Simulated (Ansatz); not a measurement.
# HAuS (SMILES [SH][Au]): functionals against CCSD(T) at one geometry

A test off equilibrium: a structure displaced at random from a GFN2-xTB minimum is computed at several levels, and each is set against CCSD(T).

Method: single points in def2-TZVPP; program: Ansatz 0.2.0, Gaussian basis.

Correlated methods freeze the cores. Filled d shells of the heavier atoms are correlated. Core potentials replace the inner electrons past krypton, and spin-orbit coupling is left out.

## 1. The system as given

3 atoms, charge 0, spin multiplicity 1.

Atoms are counted from 1 here; the program's logs count them from 0.

Bond lengths: S1–Au2 2.262 Å, S1–H3 1.330 Å. Angles: Au2–S1–H3 96.6°.

Coordinates:

```mol
AuHS
  3D, bonds by distance, orders not assigned

  3  2  0  0  0  0  0  0  0  0999 V2000
   -0.4475   -0.6608   -0.3553 S   0  0
    1.4271   -0.0675    0.7624 Au  0  0
   -0.9578    0.5635   -0.4571 H   0  0
  1  2  8  0
  1  3  8  0
M  END
```

## 2. CCSD(T)/def2-TZVPP

Contents of run/in.yaml:

```yaml
crystal:
  periodic: [false, false, false]
  atoms:
    - {symbol: S, position_ang: [-0.447500, -0.660800, -0.355300]}
    - {symbol: Au, position_ang: [1.427100, -0.067500, 0.762400]}
    - {symbol: H, position_ang: [-0.957800, 0.563500, -0.457100]}
basis:
  gaussian: {orbitals: def2-TZVPP}
correlation: {method: ccsd_t}
output: {forces: true}
```

No record of the launch command was kept for these runs.

## 3. PBE0-D4/def2-TZVPP

Changes to run/in.yaml since step 2:

```diff
@@ -8,3 +8,3 @@
   gaussian: {orbitals: def2-TZVPP}
-correlation: {method: ccsd_t}
-output: {forces: true}
+hamiltonian: {xc: pbe0, dispersion: d4}
+output: {forces: true, orbitals: {seedname: orbitals}}
```

## 4. wB97M-V/def2-TZVPP

Changes to run/in.yaml since step 3:

```diff
@@ -8,3 +8,3 @@
   gaussian: {orbitals: def2-TZVPP}
-hamiltonian: {xc: pbe0, dispersion: d4}
-output: {forces: true, orbitals: {seedname: orbitals}}
+hamiltonian: {xc: {name: wB97M-V}}
+output: {forces: true}
```

## 5. r2SCAN-D4/def2-TZVPP

Changes to run/in.yaml since step 4:

```diff
@@ -8,3 +8,3 @@
   gaussian: {orbitals: def2-TZVPP}
-hamiltonian: {xc: {name: wB97M-V}}
+hamiltonian: {xc: r2scan, dispersion: d4}
 output: {forces: true}
```

## 6. PBE-D4/def2-TZVPP

Changes to run/in.yaml since step 5:

```diff
@@ -8,3 +8,3 @@
   gaussian: {orbitals: def2-TZVPP}
-hamiltonian: {xc: r2scan, dispersion: d4}
+hamiltonian: {xc: pbe, dispersion: d4}
 output: {forces: true}
```

## 7. HSE06-D4/def2-TZVPP

Changes to run/in.yaml since step 6:

```diff
@@ -8,3 +8,3 @@
   gaussian: {orbitals: def2-TZVPP}
-hamiltonian: {xc: pbe, dispersion: d4}
+hamiltonian: {xc: hse06, dispersion: d4}
 output: {forces: true}
```

## 8. CAM-B3LYP-D4/def2-TZVPP

Changes to run/in.yaml since step 7:

```diff
@@ -8,3 +8,3 @@
   gaussian: {orbitals: def2-TZVPP}
-hamiltonian: {xc: hse06, dispersion: d4}
+hamiltonian: {xc: {name: CAM-B3LYP}, dispersion: d4}
 output: {forces: true}
```

(Steps that only read results are left out.)

Before running it: what results should come out? Wanted: energy less free atoms, CCSD(T)/def2-TZVPP; RMS force component; RMS force error; HOMO and LUMO, PBE0-D4; T1 diagnostic.

As calculated:

| quantity | value |
| --- | --- |
| energy less free atoms, CCSD(T)/def2-TZVPP | -143.2 kcal/mol |
| RMS force component | 0.173 to 0.384 eV/Å over the methods |
| RMS force error | PBE0-D4 0.048, wB97M-V 0.092, r2SCAN-D4 0.116, PBE-D4 0.191, HSE06-D4 0.052, CAM-B3LYP-D4 0.077 eV/Å |
| HOMO and LUMO, PBE0-D4 | -6.78 and -3.20 eV |
| T1 diagnostic | 0.026 |

In words: Against CCSD(T) the functionals' energies less atoms differ by -10.1 to -0.6 kcal/mol, PBE-D4 by -10.1 kcal/mol. A larger basis would deepen the CCSD(T) value, while the functionals are nearly converged already, so the order here is not reliable. For forces PBE0-D4 does best and PBE-D4 worst. Frozen-core CCSD(T) forces in triple zeta carry basis errors of their own, and this is one geometry, so small gaps rank nothing. The T1 diagnostic is large here, over the usual mark for main-group molecules (transition-metal compounds often pass it harmlessly), so CCSD(T) itself may be off.
